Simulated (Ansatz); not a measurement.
# CH7ClMgSi: the cost of one run

All numbers below are computed with Ansatz 0.2.0 (RKS PBE/def2-SVP).

**1. The structure to begin with**

Bond lengths: Mg1–Cl2 2.839 Å, Mg1–C3 2.094 Å, Mg1–Si5 2.948 Å, C3–H6 1.086 Å, C3–H7 1.087 Å, C3–H8 1.090 Å, Si5–H9 1.468 Å, Si5–H10 1.476 Å, Si5–H11 1.496 Å. Angles (14 of 15 angles, heavy atoms first): Cl2–Mg1–C3 149.5°, Cl2–Mg1–Si5 77.7°, C3–Mg1–Si5 124.1°, Mg1–C3–H6 115.8°, Mg1–C3–H7 108.4°, Mg1–C3–H8 107.1°, Mg1–Si5–H9 138.8°, Mg1–Si5–H10 112.4°, Mg1–Si5–H11 78.8°, H6–C3–H7 108.6°, H6–C3–H8 108.4°, H7–C3–H8 108.3°, H9–Si5–H10 106.6°, H9–Si5–H11 104.2°.

Coordinates:

```xyz
11

Mg    0.3651   -0.8735    0.4476
Cl    0.9110   -2.4049   -1.8792
C     1.0319   -0.0049    2.2328
H    -0.0890   -0.9631   -1.7204
Si   -1.1589    0.5676   -1.6240
H     1.2756   -0.6974    3.0333
H     0.2675    0.6812    2.5879
H     1.9255    0.5720    1.9936
H    -0.9114    1.2780   -2.8844
H    -2.5931    0.2197   -1.6119
H    -1.0242    1.6254   -0.5753
```

**2. A restrained relaxation towards end A**

Springs on the bonds that form and break draw the guess towards this end; the thresholds are loose.

The input, input.yaml:

```yaml
crystal:
  periodic: [false, false, false]
  atoms:
    - { symbol: Mg, position_ang: [0.3651, -0.8735, 0.4476] }
    - { symbol: Cl, position_ang: [0.911, -2.4049, -1.8792] }
    - { symbol: C, position_ang: [1.0319, -0.0049, 2.2328] }
    - { symbol: H, position_ang: [-0.089, -0.9631, -1.7204] }
    - { symbol: Si, position_ang: [-1.1589, 0.5676, -1.624] }
    - { symbol: H, position_ang: [1.2756, -0.6974, 3.0333] }
    - { symbol: H, position_ang: [0.2675, 0.6812, 2.5879] }
    - { symbol: H, position_ang: [1.9255, 0.572, 1.9936] }
    - { symbol: H, position_ang: [-0.9114, 1.278, -2.8844] }
    - { symbol: H, position_ang: [-2.5931, 0.2197, -1.6119] }
    - { symbol: H, position_ang: [-1.0242, 1.6254, -0.5753] }
basis:
  gaussian: { orbitals: def2-SVP }
hamiltonian:
  xc: pbe
relax:
  f_tol: 0.15
  max_steps: 25
  restrain:
    - { distance: [0, 4], at: 3.82, k: 30.0 }
    - { distance: [3, 1], at: 2.63, k: 30.0 }
    - { distance: [0, 1], at: 2.43, k: 30.0 }
    - { distance: [3, 4], at: 1.42, k: 30.0 }
```

Launch:

```console
$ ansatz run input.yaml --threads 2 --pin off --max-ram 3072MiB --backend cpu --events-out ev --progress --plain --runs-dir out
```

**Question.** How long does this run take on 2 threads of Arm Neoverse V1, shared host, and how much memory does it need?

About 15 s, with a peak of 0.15 GiB.
